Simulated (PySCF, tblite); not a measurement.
# C6H12BBr: geometry, infrared bands and NMR shifts

What infrared bands and NMR shifts should C6H12BBr (`C=C(C)B(Br)C(C)C`) show?

The runs use tblite 0.8.0 and PySCF 2.14.0, with density-fitted response routines of our own; the level of theory stands in each step. All values are computed, except where a source is named. Atoms are numbered from 0 throughout.

**1. The starting structure**

20 atoms, charge 0, multiplicity 1; geometry from: force field or distance geometry start.

Bonds of the start (Å): C0–C1 1.36, C1–C2 1.50, C1–B3 1.59, B3–Br4 2.03, B3–C5 1.61, C5–C6 1.53, C5–C7 1.53, C0–H8 1.08, C0–H9 1.09, C2–H10 1.12, C2–H11 1.10, C2–H12 1.11, C5–H13 1.11, C6–H14 1.11, C6–H15 1.11, C6–H16 1.12, C7–H17 1.11, C7–H18 1.11, C7–H19 1.11.

**2. Geometry optimisation with GFN2-xTB**

What the job is given:

```
{"job": {"kind": "relax", "xc": "GFN2-xTB", "basis": "xTB"}, "charge": 0, "multiplicity": 1}
C      2.495200     0.203200     1.451700
C      1.591600     0.056700     0.449400
C      2.092100    -0.246000    -0.933500
B      0.039900     0.246200     0.725200
Br    -0.651900     0.245400     2.634600
C     -1.037700     0.137400    -0.469000
C     -1.631700    -1.266700    -0.536100
C     -2.128500     1.196300    -0.306500
H      3.556800     0.098800     1.270400
H      2.176400     0.446700     2.469300
H      1.499600    -1.083500    -1.375700
H      3.151000    -0.539100    -0.946800
H      1.954500     0.661200    -1.561700
H     -0.515200     0.341000    -1.432000
H     -2.337700    -1.335300    -1.388100
H     -0.833700    -2.024400    -0.667200
H     -2.185200    -1.506500     0.404400
H     -2.739600     1.004200     0.604300
H     -2.814400     1.164000    -1.183600
H     -1.686400     2.211100    -0.249900
```

On the command line:

```sh
$ OMP_NUM_THREADS=1 python probes_run.py task.json out
```

This one command runs all jobs of the session in turn.

**Question.** This job is followed by: GFN2-xTB harmonic vibrations, gas phase; GIAO PBE0/pcSseg-1 NMR shielding, non-relativistic, gas phase. What will the session give for the following? strongest single infrared mode (GFN2-xTB); zero-point energy (GFN2-xTB); ¹³C shifts against TMS (PBE0/pcSseg-1, means over atoms taken as alike); ¹H shifts against TMS (PBE0/pcSseg-1, means over atoms taken as alike); ¹¹B shifts against BF3·OEt2 (PBE0/pcSseg-1); ⁷⁹Br shifts against HBr (PBE0/pcSseg-1).

**Answer**, as computed:

```
                                                               quantity                               value
                              strongest single infrared mode (GFN2-xTB)                1033 cm⁻¹, 88 km/mol
                                           zero-point energy (GFN2-xTB)                      104.8 kcal/mol
¹³C shifts against TMS (PBE0/pcSseg-1, means over atoms taken as alike)  154.2, 150.2, 28.0, 26.5, 21.7 ppm
 ¹H shifts against TMS (PBE0/pcSseg-1, means over atoms taken as alike)    6.91, 6.48, 2.24, 2.14, 1.15 ppm
                            ¹¹B shifts against BF3·OEt2 (PBE0/pcSseg-1)                            74.1 ppm
                                ⁷⁹Br shifts against HBr (PBE0/pcSseg-1)                             305 ppm
```

In words: Relaxing lowered the energy by 0.315 eV in 59 steps; the close pair that moved most is B3–Br4, from 2.031 to 1.884 Å. No mode is imaginary among the 54: a minimum at this level. The strongest single mode, at 1033 cm⁻¹, is spread over several atoms, H11, H12, B3, C2 among them. GFN2-xTB is a fitted tight-binding method: band positions and strengths are rough. Its intensities can rank the bands wrongly. The most deshielded carbon is C1 (fully substituted alkene carbon), at 154.2 ppm: the olefinic region. At PBE0/pcSseg-1: Shielding is most anisotropic at Br4 (span 1255 ppm, paramagnetic term -810 ppm). Spin-orbit coupling is left out, which matters for shieldings and couplings at and beside the heavy atoms.
